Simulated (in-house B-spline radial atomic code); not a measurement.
# Lu⁺: excited configurations

Aim: the energies of several excited configurations of Lu⁺ above a reference configuration, each from its own self-consistent run.

The numbers are computed with in-house B-spline radial atomic code version 1 (scalar-relativistic (spin-free one-electron X2C) TPSSh, spin-polarised, spherical density, exact exchange averaged over the configuration, Fermi nucleus, basis-set limit), except any that are marked as measured or tabulated.

**1. The atom as given**

- element: lutetium (Z = 71)
- charge: +1
- electrons: 70
- configuration: [Xe] 4f14 6s2
- Hamiltonian: scalar-relativistic (X2C)
- nucleus: Fermi, rms radius 5.370 fm

Outer shells as boxes (Hund's rule):

[Xe] 4f14 6s2
```
[Xe] core
4f [↑↓][↑↓][↑↓][↑↓][↑↓][↑↓][↑↓]
6s [↑↓]
```

Where spins are not typed, each open shell is filled with up spins first.

**2. Reference run**

Settings of the run:

```ini
Z = 71
electrons = 70.0
configuration = [Xe] 4f14 6s2
hamiltonian = x2c
method = tpssh
spin_polarised = True
nucleus = fermi
rms_radius = 5.37
mass_number = 175
atomic_mass = 174.940777211
speed_of_light = 137.035999084
exact_exchange = averaged over the configuration
```

On the command line:

```bash
python run_scf.py task.json out
```

task.json lists these runs, among others, and the program works through them in turn.

**3. Run with [Kr] 4d9 4f14 5s2 5p6 5d1 6s2**

Settings: those of step 2 with these lines changed.

```diff
@@ -2,3 +2,3 @@
 electrons = 70.0
-configuration = [Xe] 4f14 6s2
+configuration = [Kr] 4d9 4f14 5s2 5p6 5d1 6s2
 hamiltonian = x2c
```

**4. Run with [Kr] 4d9 4f14 5s2 5p6 6s2 7d1**

Settings: those of step 3 with these lines changed.

```diff
@@ -2,3 +2,3 @@
 electrons = 70.0
-configuration = [Kr] 4d9 4f14 5s2 5p6 5d1 6s2
+configuration = [Kr] 4d9 4f14 5s2 5p6 6s2 7d1
 hamiltonian = x2c
```

**5. Run with [Kr] 4d10 4f14 5s2 5p5 6s2 6d1**

Settings: those of step 4 with these lines changed.

```diff
@@ -2,3 +2,3 @@
 electrons = 70.0
-configuration = [Kr] 4d9 4f14 5s2 5p6 6s2 7d1
+configuration = [Kr] 4d10 4f14 5s2 5p5 6s2 6d1
 hamiltonian = x2c
```

**6. Run with [Kr] 4d10 4f14 5s2 5p5 6s2 7s1**

Settings: those of step 5 with these lines changed.

```diff
@@ -2,3 +2,3 @@
 electrons = 70.0
-configuration = [Kr] 4d10 4f14 5s2 5p5 6s2 6d1
+configuration = [Kr] 4d10 4f14 5s2 5p5 6s2 7s1
 hamiltonian = x2c
```

**7. Configuration [Xe] 4f14 6s1 7d1**

Settings: those of step 6 with these lines changed.

```diff
@@ -2,3 +2,3 @@
 electrons = 70.0
-configuration = [Kr] 4d10 4f14 5s2 5p5 6s2 7s1
+configuration = [Xe] 4f14 6s1 7d1
 hamiltonian = x2c
```

**8. Run with [Xe] 4f13 6s2 7f1**

Settings: those of step 7 with these lines changed.

```diff
@@ -2,3 +2,3 @@
 electrons = 70.0
-configuration = [Xe] 4f14 6s1 7d1
+configuration = [Xe] 4f13 6s2 7f1
 hamiltonian = x2c
```

How far above the reference does each configuration lie (order and size, in eV)?

As calculated:

| net move | configuration | 2|M_S|+1 | energy above the reference (eV) | largest <r> (bohr) |
| --- | --- | --- | --- | --- |
| 6s → 7d | [Xe] 4f14 6s1 7d1 | 3 | 10.603 | 12.3 |
| 4f → 7f | [Xe] 4f13 6s2 7f1 | 3 | 25.293 | 20.7 |
| 5p → 7s | [Kr] 4d10 4f14 5s2 5p5 6s2 7s1 | 3 | 40.687 | 6.69 |
| 5p → 6d | [Kr] 4d10 4f14 5s2 5p5 6s2 6d1 | 3 | 41.710 | 6.32 |
| 4d → 5d | [Kr] 4d9 4f14 5s2 5p6 5d1 6s2 | 3 | 196.29 | 3.20 |
| 4d → 7d | [Kr] 4d9 4f14 5s2 5p6 6s2 7d1 | 3 | 208.68 | 11.7 |

What this shows: The energies run from 10.603 eV (6s → 7d) to 208.68 eV (4d → 7d). 5 of them lie more than 60 % above minus the reference's highest level (11.226 eV), in the range where a state can decay by emitting an electron. The reference has 2|M_S|+1 = 1; 6 of the configurations differ from it in spin. These are spherical averages at the typed spins, not spectroscopic levels.
